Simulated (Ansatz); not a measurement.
**CH9GeNSi: geometry optimisation in Python**

What geometry does CH9GeNSi take? The task is a geometry optimisation, for CH9GeNSi. SMILES: C[SiH](N)[GeH3].

Computed with Ansatz 0.2.0 through its Python package. Level of theory: PBE/def2-SVP.

### 1 The structure

Bond lengths: C1–Si2 1.807 Å, Si2–N3 1.791 Å, Si2–Ge4 2.373 Å, C1–H5 1.164 Å, C1–H6 1.132 Å, C1–H7 1.128 Å, Si2–H8 1.426 Å, N3–H9 1.054 Å, N3–H10 1.060 Å, Ge4–H11 1.530 Å, Ge4–H12 1.504 Å, Ge4–H13 1.584 Å. Angles (14 of 21 angles, heavy atoms first): C1–Si2–N3 109.1°, C1–Si2–Ge4 108.2°, N3–Si2–Ge4 109.5°, C1–Si2–H8 110.8°, N3–Si2–H8 109.2°, Ge4–Si2–H8 109.9°, Si2–C1–H5 110.4°, Si2–C1–H6 113.2°, Si2–C1–H7 112.8°, Si2–N3–H9 103.4°, Si2–N3–H10 104.6°, Si2–Ge4–H11 107.5°, Si2–Ge4–H12 109.7°, Si2–Ge4–H13 103.9°.

No structure file is read: the coordinates are typed or built in the script.

### 2 The script

ch9gensi.py

```python
# -*- coding: utf-8 -*-
"""Relax the CH9GeNSi molecule."""

import ansatz as az
import numpy as np

config = {
    "basis": "def2-SVP",
    "xc": "pbe",
}


def main():
    geometry_ang = [
        ("C", (-1.2177, 1.2655, -0.211)),
        ("Si", (-0.5439, -0.409, -0.1275)),
        ("N", (-0.0582, -0.9284, -1.7716)),
        ("Ge", (1.3617, -0.3735, 1.2868)),
        ("H", (-2.1408, 1.2962, -0.9201)),
        ("H", (-1.5849, 1.6493, 0.7882)),
        ("H", (-0.4745, 2.0156, -0.608)),
        ("H", (-1.5135, -1.3209, 0.3854)),
        ("H", (0.4176, -1.854, -1.6046)),
        ("H", (0.7348, -0.2762, -2.0354)),
        ("H", (1.8827, -1.8085, 1.3916)),
        ("H", (2.3681, 0.6093, 0.7553)),
        ("H", (0.789, 0.0998, 2.6857)),
    ]
    molecule = az.Crystal.molecule()
    for symbol, xyz in geometry_ang:
        molecule = molecule.atom(symbol, xyz)

    calculation = molecule.calculation().basis(gaussian=config["basis"]).functional(config["xc"])
    symbols = [site.symbol for site in molecule.cartesian_sites]
    start = np.array([site.position_ang for site in molecule.cartesian_sites], dtype=float)
    def progress(event):
        if event["event"] == "relax_step":
            row = event["data"]
            print(f"step {row['step']:3d}  E = {row['lagrangian_ev']:.6f} eV  max force {row['allowed_force_max_ev_ang']:.4f} eV/A")


    data = calculation.relax(force_tolerance=0.01).session().plan().execute(on_event=progress).report
    end = np.array(data["positions_ang"])

    print(f"E = {data['free_energy_ev']:.6f} eV = {data['free_energy_ev'] / 27.211386246:.7f} Ha")
    print("converged:", data["converged"], " doubts:", data["published_state_doubts"] or "none")

    print("bond        before    after (A)")
    for i, j in [(0, 1), (0, 4), (0, 5), (0, 6), (1, 2), (1, 3), (1, 7), (2, 8), (2, 9), (3, 10), (3, 11), (3, 12)]:
        d0, d1 = (np.linalg.norm(xyz[i] - xyz[j]) for xyz in (start, end))
        print(f"{symbols[i]}{i}-{symbols[j]}{j}".ljust(10), f"{d0:8.4f} {d1:8.4f}")
    for i, j, k in [(1, 0, 4), (1, 0, 5), (1, 0, 6), (4, 0, 5), (4, 0, 6), (5, 0, 6), (0, 1, 2), (0, 1, 3)]:
        u, v = end[i] - end[j], end[k] - end[j]
        print(f"angle {symbols[i]}{i}-{symbols[j]}{j}-{symbols[k]}{k}: {np.degrees(np.arccos(np.clip(u @ v / np.linalg.norm(u) / np.linalg.norm(v), -1, 1))):.2f} deg")


if __name__ == "__main__":
    main()
```

### 3 Launch

On the command line:

```sh
> python ch9gensi.py
```

Without the output at hand: what should come out? Wanted: total energy; dipole moment; moves of the relaxation; energy gained; last largest force component.

**Answer**, as computed:

```
                    quantity           value
                total energy  -67042.4942 eV
               dipole moment          1.28 D
     moves of the relaxation               7
               energy gained        0.437 eV
last largest force component     0.0095 eV/Å
```

What this shows: After 7 moves the largest shift is 0.356 Å, of atom 9 (H). The end point is the stationary point reached from this start; no frequency run checks that it is a minimum, and the basis set is modest.
